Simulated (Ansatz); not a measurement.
What does this script print? It uses the Python package of Ansatz (0.2.0).

`sno2.cif`
```cif
data_SnO2
_cell_length_a 4.738000
_cell_length_b 4.738000
_cell_length_c 3.186500
_cell_angle_alpha 90.00000
_cell_angle_beta 90.00000
_cell_angle_gamma 90.00000
_symmetry_space_group_name_H-M 'P 1'
_symmetry_Int_Tables_number 1
loop_
_symmetry_equiv_pos_as_xyz
'x, y, z'
loop_
_atom_site_label
_atom_site_type_symbol
_atom_site_fract_x
_atom_site_fract_y
_atom_site_fract_z
Sn1 Sn    0.000000    0.000000    0.000000
Sn2 Sn    0.500000    0.500000    0.500000
O3 O    0.307100    0.307100    0.000000
O4 O    0.192900    0.807100    0.500000
O5 O    0.692900    0.692900    0.000000
O6 O    0.807100    0.192900    0.500000
```

`run_vcrelax.py`
```python
'''Variable-cell relaxation of SnO2.'''

from pathlib import Path
import json
import logging
import sys

import ansatz as az
from ase.io import read
import numpy as np

logging.basicConfig(stream=sys.stdout, format='%(levelname)s:%(name)s:%(message)s')
log = logging.getLogger('calc')
log.setLevel(logging.INFO)

def edges_and_angles(cell):
    cell = np.asarray(cell)
    a, b, c = np.linalg.norm(cell, axis=1)
    cosines = cell[1] @ cell[2] / (b * c), cell[0] @ cell[2] / (a * c), cell[0] @ cell[1] / (a * b)
    return (a, b, c, *np.degrees(np.arccos(cosines)))

atoms = read('sno2.cif')
crystal = az.Crystal.from_ase(atoms)

# a pressure is positive in compression
calc = crystal.calculation()
calc = calc.functional(az.Functional.PBE, dispersion='d3bjatm')
calc = calc.occupations('Fermi-Dirac', width=0.02)
calc = calc.basis(550)
calc = calc.kpoints(4, 4, 6, center='gamma')
calc = calc.scf(max_iterations=65)
calc = calc.relax(force_tolerance=0.02, max_steps=30, pressure=5)
calc = calc.density()
calc = calc.potential()
calc = calc.electron_localization_function()
calc = calc.output_files(volumetric_format='npy')
outcome = calc.run(events_out='events.ndjson')
with open('events.ndjson') as stream:
    events = [json.loads(line) for line in stream]
steps = [e['data'] for e in events if e['event'] == 'relax_step']
r = outcome.report
log.info('step   energy (eV)     max comp. (eV/A)   P (GPa)  SCF')
for s in steps:
    log.info(f'{s["step"]:4d} {s["lagrangian_ev"]:15.5f} {s["allowed_force_max_ev_ang"]:12.4f} {s["pressure_gpa"]:10.3f} {s["n_scf"]:5d}')

first, last = steps[0], steps[-1]
symbols = [site.symbol for site in outcome.lattice.sites]
log.info(f'energy gained {first["lagrangian_ev"] - last["lagrangian_ev"]:.4f} eV in {len(steps) - 1} steps')
for label, vectors in (('before', first['cell_ang']), ('after', outcome.lattice.cell_ang)):
    print(label, 'a b c (A) {:.4f} {:.4f} {:.4f}  angles {:.2f} {:.2f} {:.2f}'.format(*edges_and_angles(vectors)), f' V = {abs(np.linalg.det(vectors)):.3f} A^3')
print('final stress xx yy zz (GPa, compression positive):', np.round(np.diag(r['stress_gpa']), 3) + 0.0)

log.info('relaxed fractional positions')
for site in outcome.lattice.sites:
    print(f'  {site.symbol:2s}', ' '.join(f'{v % 1:8.5f}' for v in np.round(site.position_frac, 5)))

change = np.array(last['positions_ang']) @ np.linalg.inv(last['cell_ang']) - np.array(first['positions_ang']) @ np.linalg.inv(first['cell_ang'])
moved = np.linalg.norm(change @ np.array(last['cell_ang']), axis=1)
print('displacement within the cell, strain taken out (A):', ' '.join(f'{s}:{d:.3f}' for s, d in zip(symbols, moved)))

log.info('atom   start x y z (A)              end x y z (A)')
for symbol, a, b in zip(symbols, first['positions_ang'], last['positions_ang']):
    print(f'{symbol:3s}', ' '.join(f'{v:8.4f}' for v in a), '  ', ' '.join(f'{v:8.4f}' for v in b))

energy = r['free_energy_ev']
log.info('F of the SnO2 cell: {:.6f} eV = {:.6f} Ry = {:.6f} Ha'.format(energy, energy / 13.605693, energy / 27.211386))
log.info('Fermi level {:.4f} eV, {} k-points, {} symmetry operations'.format(r['fermi_energy_ev'], r['n_kpoints'], r['n_symmetry_ops']))

folder = Path(outcome.write_results('fields'))
log.info('densities in e/A^3, potentials in eV, ELF without unit')
for name in sorted(p.name for p in folder.glob('*.npy')):
    field = np.load(folder / name)
    log.info(f'{name:16s} {str(field.shape):16s} min {field.min():10.4f}  mean {field.mean():10.4f}  max {field.max():10.4f}')
```

```console
$ python run_vcrelax.py
INFO:calc:step   energy (eV)     max comp. (eV/A)   P (GPa)  SCF
INFO:calc:   1    -14319.13146       0.1971      8.308     6
INFO:calc:   2    -14319.17705       0.0531      5.046     5
INFO:calc:   3    -14319.17862       0.0335      4.823     4
INFO:calc:   4    -14319.17501       0.0134      5.076     4
INFO:calc:   5    -14319.17599       0.0002      5.001     4
INFO:calc:   6    -14319.17612       0.0002      5.000     5
INFO:calc:energy gained 0.0447 eV in 5 steps
before a b c (A) 4.7380 4.7380 3.1865  angles 90.00 90.00 90.00  V = 71.533 A^3
after a b c (A) 4.7458 4.7458 3.2155  angles 90.00 90.00 90.00  V = 72.422 A^3
final stress xx yy zz (GPa, compression positive): [4.999 4.999 5.001]
INFO:calc:relaxed fractional positions
  Sn  0.00000  0.00000  0.00000
  Sn  0.50000  0.50000  0.50000
  O   0.30583  0.30583  0.00000
  O   0.19417  0.80583  0.50000
  O   0.69417  0.69417  0.00000
  O   0.80583  0.19417  0.50000
displacement within the cell, strain taken out (A): Sn:0.000 Sn:0.000 O:0.009 O:0.009 O:0.009 O:0.009
INFO:calc:atom   start x y z (A)              end x y z (A)
Sn    0.0000   0.0000   0.0000     -0.0000  -0.0000   0.0000
Sn    2.3690   2.3690   1.5933      2.3729   2.3729   1.6078
O     1.4550   1.4550   0.0000      1.4514   1.4514  -0.0000
O     0.9140   3.8240   1.5933      0.9215   3.8243   1.6078
O     3.2830   3.2830   0.0000      3.2944   3.2944  -0.0000
O     3.8240   0.9140   1.5933      3.8243   0.9215   1.6078
INFO:calc:F of the SnO2 cell: -14319.176124 eV = -1052.440043 Ry = -526.220021 Ha
INFO:calc:Fermi level 9.8932 eV, 24 k-points, 16 symmetry operations
INFO:calc:densities in e/A^3, potentials in eV, ELF without unit
INFO:calc:elf.npy          (40, 40, 25)     min     0.0003  mean     0.2823  max     0.8591
INFO:calc:rho.npy          (40, 40, 25)     min     0.0273  mean     0.7180  max    17.0490
INFO:calc:v_es.npy         (40, 40, 25)     min   -48.1950  mean     7.5518  max    76.6944
INFO:calc:v_tot.npy        (40, 40, 25)     min   -73.7241  mean    -3.6632  max    29.7570
```

Notes:
- Total energies depend on the potentials; only differences at equal settings carry meaning. A total without «per atom» is that of the whole cell that was run.
- Part of the cell is held or a pressure is applied, so the end point needn't be the zero-pressure lattice.
- At a fixed pressure a relaxation lowers the enthalpy F + PV, while F alone can rise.
- The zero of the levels is a convention of the potentials, so an absolute Fermi energy is no work function.
- Energies along a relaxation are free energies. Rows at an unchanged volume are solved on a plane-wave basis chosen afresh for that cell, so the energy can jump there; the script counts such rows among its steps.
- Symmetry holds the cell in this phase, whether or not it is the stable one at this pressure.
- In a crystal with a gap the Fermi level's place inside it depends on smearing and mesh.
- The fields are valence quantities on the plane-wave grid; their values near the nuclei depend on the potentials.
- The starting cell is as deposited in a crystallographic database; the results hold for this polymorph, which needn't be the stable one.
- Timing: 30 s on 1 thread of Arm Neoverse V2, on a shared host, peak memory 0.52 GiB.
